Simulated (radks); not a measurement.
# Excited configurations of Ti³⁺

One table from this session's results is given with a row withheld; the runs are named, their logs left out.

Method: non-relativistic Kohn-Sham, PBE, spin-polarised, spherical densities, point nucleus; open shells are filled with parallel spins first. Code: radks (a radial shooting solver on a logarithmic mesh, Libxc functionals) version 1.

**Starting point**

```
element       : titanium (Z = 22)
charge        : +3
electrons     : 19
configuration : [Ar] 3d1
```

The outer shells:

Ti³⁺
```
[Ar] core
3d [↑ ][  ][  ][  ][  ]
```

Set-up of the first run:

Settings of this run:

```text
Z 22
configuration [Ar] 3d1
relativity non-relativistic
functional pbe,pbe
spin polarised
nucleus point
```

Among the steps run: Ground configuration: [Ar] 3d1.

One table of the session follows, with a row left open; its other results are not shown here.

Radial moments (bohr):

```
  level     <r>  outermost maximum (interpolated)  90 % within  nodes
  2p up  0.2910                             0.221        0.478      0
2p down  0.2908                             0.221        0.478      0
  3s up  0.9988                             0.871         1.49      2
3s down       ?                                 ?            ?      ?
  3p up   1.058                             0.896         1.62      1
3p down   1.059                             0.896         1.62      1
  3d up   1.254                             0.921         2.07      0
3d down   1.261                             0.923         2.09      0
```

Q: Estimate the row for 3s down from the others.

**Answer.** <r>: 0.9994; outermost maximum (interpolated): 0.871; 90 % within: 1.49; nodes: 2. In the column «<r>» it lies between 3s up (0.9988) and 3p up (1.058).

Limits of these values: Open shells are spherical and high-spin; term and fine-structure splittings are not resolved.
